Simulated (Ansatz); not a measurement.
# GaPt: the cost of one run

Program: Ansatz 0.2.0. Level of theory: DFT LDA, scalar-relativistic, plane waves, PAW. These are calculated values, not measurements.

**1. The structure to begin with**

It takes space group P2_13 (No. 198, cubic). Conventional cell: a = 4.922 Å, b = 4.922 Å, c = 4.922 Å, α = 90.00°, β = 90.00°, γ = 90.00°. Ga (site symmetry 3) has 7 Pt at 2.60 to 2.67 Å as nearest neighbours. Pt (site symmetry 3) is surrounded by 7 Ga at 2.60 to 2.67 Å.

Structure file:

```
Ga Pt
1.0
     4.92187    0.00000    0.00000
     0.00000    4.92187    0.00000
     0.00000    0.00000    4.92187
Ga Pt
4 4
Direct
  0.09298 0.09298 0.09298
  0.40702 0.90702 0.59298
  0.90702 0.59298 0.40702
  0.59298 0.40702 0.90702
  0.39943 0.39943 0.39943
  0.10057 0.60057 0.89943
  0.60057 0.89943 0.10057
  0.89943 0.10057 0.60057
```

The structure comes from the Materials Project (structure only).

(A quick probe on a coarse mesh, which set the mesh and smearing, is not shown.)

**3. The relaxation**

The input, input.yaml:

```yaml
crystal:
  lattice:
    - [4.92186618, 0.0, 0.0]
    - [0.0, 4.92186618, 0.0]
    - [0.0, 0.0, 4.92186618]
  atoms:
    - { symbol: Ga, position: [0.0929779, 0.0929779, 0.0929779] }
    - { symbol: Ga, position: [0.4070221, 0.9070221, 0.5929779] }
    - { symbol: Ga, position: [0.9070221, 0.5929779, 0.4070221] }
    - { symbol: Ga, position: [0.5929779, 0.4070221, 0.9070221] }
    - { symbol: Pt, position: [0.39943358, 0.39943358, 0.39943358] }
    - { symbol: Pt, position: [0.10056642, 0.60056642, 0.89943358] }
    - { symbol: Pt, position: [0.60056642, 0.89943358, 0.10056642] }
    - { symbol: Pt, position: [0.89943358, 0.10056642, 0.60056642] }
basis:
  ecutwfc: 420
kpoints:
  mp_grid: { grid: [8, 8, 8] }
hamiltonian:
  xc: lda
scf:
  occupations: { method: gaussian, width: 0.1 }
output:
  forces: true
  stress: true
  eigenvalues: true
relax:
  adjacent_minimum: "off"
  f_tol: 0.005
  max_steps: 80
  cell: { stress_tol: 0.05 }
```

Run with:

```
> ansatz run input.yaml --threads 2 --pin off --max-ram 5120MiB --backend cpu --events-out ev --progress --plain --runs-dir out
```

Q: Estimate wall time and peak memory on 2 threads of Intel Xeon at 2.50GHz (Skylake/Cascade Lake), shared host.

About 3.1 min, with a peak of 0.62 GiB.
